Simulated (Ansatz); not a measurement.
This script makes an equation of state with a fit of HfRh3, space group Pm-3m with the Ansatz DFT code, driven from Python.

`eos_hfrh3.py`
```python
# -*- coding: utf-8 -*-
"""Equation of state of HfRh3."""

import ansatz as az
import numpy as np
from pymatgen.analysis.eos import EOS

VECTORS = np.array([
    [3.911, 0.0, 0.0],
    [0.0, 3.911, 0.0],
    [0.0, 0.0, 3.911],
])
SITES = [
    ("Hf", (0.0, 0.0, 0.0)),
    ("Rh", (0.0, 0.5, 0.5)),
    ("Rh", (0.5, 0.0, 0.5)),
    ("Rh", (0.5, 0.5, 0.0)),
]


def on_lattice(cell):
    crystal = az.Crystal(lattice=az.Lattice.of(cell))
    for symbol, position in SITES:
        crystal = crystal.atom(symbol, position)
    return crystal


def main():
    # scale the volume, keep shape and fractions
    volumes, energies, pressures = [], [], []
    for scale in np.linspace(0.9, 1.1, 9):
        cell = VECTORS * scale ** (1 / 3)
        calc = on_lattice(cell).calculation()
        calc = calc.functional("r2scan")
        calc = calc.pseudopotentials("paw")
        calc = calc.occupations(az.OccupationsMethod.FERMI_DIRAC, width=0.05)
        calc = calc.basis(600)
        calc = calc.kpoints(6, 6, 6)
        calc = calc.stress()
        data = calc.run(threads=1, pin="off").report
        volumes.append(abs(np.linalg.det(cell)) / len(SITES))
        energies.append(data["free_energy_ev"] / len(SITES))
        pressures.append(np.trace(data["stress_gpa"]) / 3)
        print(f"V = {volumes[-1]:8.4f} A^3/atom  F = {energies[-1]:.5f} eV/atom  P = {pressures[-1]:8.3f} GPa")

    for form in ["vinet", "pourier_tarantola"]:
        fit = EOS(eos_name=form).fit(volumes, energies)
        print(f"{form:18s} V0 {fit.v0:8.4f} A^3/atom  B0 {fit.b0_GPa:7.1f} GPa  B1 {fit.b1:5.2f}")


if __name__ == "__main__":
    main()
```

Its results, one of them left out:

| V (Å³/atom) | F less the lowest row shown (meV/atom) |
| --- | --- |
| 13.460 | ? |
| 13.834 | 80.23 |
| 14.208 | 35.51 |
| 14.582 | 9.59 |
| 14.956 | 0.00 |
| 15.329 | 4.58 |
| 15.703 | 21.44 |
| 16.077 | 48.96 |
| 16.451 | 85.69 |

What is the missing energy at 13.460 Å³ an atom?

A third-order Birch-Murnaghan fit, E = E0 + (9 V0 B0 / 16) [(t - 1)³ B' + (t - 1)² (6 - 4t)] with t = (V0/V)^(2/3), through the 8 rows shown gives V0 = 15.014 Å³, B0 = 237.8 GPa, B' = 4.71 and E0 = -0.16 meV. At V = 13.460 Å³, t = 1.07554, and the fit extrapolates to 146.73 meV. The run gave 146.61 meV, a miss of 0.12 meV.

The run is spin-unpolarised. The mesh is modest for a metal, so energies can be off by several to tens of meV an atom and pressures by half a GPa or more; differences at equal mesh fare better. Pressure is positive in compression. Spin-orbit coupling, which matters for elements this heavy, is left out. The structure is a deposited one; some such entries were measured under pressure or heat, so a shift against it needn't be the functional's error alone. It ran for 74 s on 1 thread of Arm Neoverse V2, on a shared host, peak memory 0.76 GiB.
